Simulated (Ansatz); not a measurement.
# H₃O₂PSe: up Jacob's ladder to CCSD(T)

How much do the methods differ for H₃O₂PSe? The plan is to run it at one geometry with functionals of several rungs and with coupled cluster. The yardstick is the atomisation energy at the CCSD(T) limit.

Method: functionals in def2-TZVPP, the program's frozen cores in correlated methods; program: Ansatz 0.2.0, Gaussian basis.

Plan: LDA (SPW92), PBE-D4, revPBE-D4, BLYP-D4, r2SCAN-D4, B97M-V, PBE0-D4, B3LYP-D4, r2SCANh-D4, r2SCAN0-D4, HSE06-D4, BHLYP-D4, CAM-B3LYP-D4, LC-ωPBE, ωB97X-V, ωB97M-V, B2PLYP, PBE-QIDH; CCSD(T)/def2-SVP; CCSD(T)/def2-TZVPP; MP2/def2-QZVPP; extrapolation to the limit; RPA on PBE.

### 1 The relaxed structure

The geometry comes from an earlier relaxation with PBE0-D4 in a triple-zeta def2 set; it is a stationary point, not always the lowest conformer.

SMILES `OP(O)[SeH]`, 7 atoms, charge 0, spin multiplicity 1.

Atoms are counted from 1 here; the program's logs count them from 0.

Bond lengths: O1–P2 1.628 Å, O1–H5 0.963 Å, P2–O3 1.627 Å, P2–Se4 2.307 Å, O3–H6 0.962 Å, Se4–H7 1.471 Å. Angles: P2–O1–H5 110.9°, O1–P2–O3 92.8°, O1–P2–Se4 101.7°, O3–P2–Se4 103.3°, P2–O3–H6 110.5°, P2–Se4–H7 93.1°.

### 2 LDA

This LDA is Slater exchange with PW92 correlation.

File in.yaml:

```yaml
crystal:
  periodic: [false, false, false]
  atoms:
    - {symbol: O, position_ang: [-1.058775, 1.011621, 0.154392]}
    - {symbol: P, position_ang: [-0.509902, -0.482938, 0.496363]}
    - {symbol: O, position_ang: [0.804369, 0.090308, 1.264924]}
    - {symbol: Se, position_ang: [0.323139, -1.153362, -1.547569]}
    - {symbol: H, position_ang: [-1.793351, 0.974152, -0.466590]}
    - {symbol: H, position_ang: [1.216925, -0.602357, 1.790152]}
    - {symbol: H, position_ang: [1.078695, 0.094476, -1.737273]}
basis:
  gaussian: {orbitals: def2-TZVPP}
hamiltonian: {xc: lda}
output: {orbitals: {seedname: orbitals}}
```

Command:

```sh
> ansatz run in.yaml --threads 2 --pin off --events-out ev --progress --plain --max-ram 4352MiB
```

Further steps of the session: PBE-D4 (GGA); revPBE-D4 (GGA); BLYP-D4 (GGA); r2SCAN-D4 (meta-GGA); B97M-V (meta-GGA); B3LYP-D4 (hybrid); r2SCANh-D4 (hybrid); r2SCAN0-D4 (hybrid); HSE06-D4 (hybrid); BHLYP-D4 (hybrid); CAM-B3LYP-D4 (range-separated); LC-ωPBE (range-separated); ωB97X-V (range-separated); ωB97M-V (range-separated); B2PLYP (double hybrid); PBE-QIDH (double hybrid); CCSD(T) in def2-SVP; CCSD(T) in def2-TZVPP; MP2 in def2-QZVPP; RPA on PBE orbitals.

Q: Predict the results of all the runs planned. Wanted: atomisation energy, CCSD(T)/CBS; farthest beyond LDA; mean size of error, GGA; mean size of error, meta-GGA; mean size of error, hybrid; mean size of error, range-separated; mean size of error, double hybrid; gap, smallest and largest; T1 diagnostic.

As calculated:

| quantity | value |
| --- | --- |
| atomisation energy, CCSD(T)/CBS | 2271.5 kJ/mol |
| functionals within 22.7 kJ/mol (1.0 %) | revPBE-D4, BLYP-D4, r2SCAN-D4, B97M-V, B3LYP-D4, CAM-B3LYP-D4, ωB97X-V, ωB97M-V |
| farthest beyond LDA | BHLYP-D4 (-141.4 kJ/mol) |
| mean size of error, GGA | 31.9 kJ/mol |
| mean size of error, meta-GGA | 5.7 kJ/mol |
| mean size of error, hybrid | 56.3 kJ/mol |
| mean size of error, range-separated | 19.8 kJ/mol |
| mean size of error, double hybrid | 60.1 kJ/mol |
| gap, smallest and largest | 4.58 eV (LDA (SPW92)), 11.41 eV (LC-ωPBE) |
| T1 diagnostic | 0.0125 |
| triples share of the correlation energy | 3.8 % |

What this shows: LDA overbinds by 451.3 kJ/mol (20 %). PBE-D4 is off by +60.7 kJ/mol. Double hybrids carry the basis error of their MP2 part in triple zeta, and no dispersion term here, so their miss is partly the set-up's. The rungs meta-GGA, range-separated miss on average by less than the doubt on the reference (22.7 kJ/mol), so they tie. The reference freezes the cores and leaves out relativity and excitations past (T), and its outer-core shells are covered unevenly, so misses under about 22.7 kJ/mol can't be ranked. All levels share the lack of spin-orbit coupling, which lowers the free heavy atoms and so the true binding. Hartree-Fock recovers 61 % of the binding; the rest is correlation. CCSD(T) in def2-SVP is off by -298.1 kJ/mol, which most functionals beat. Orbital gaps span 4.6 to 11.4 eV; exact exchange widens them. Correlated methods include outer-core shells of Se, which these sets cover unevenly.
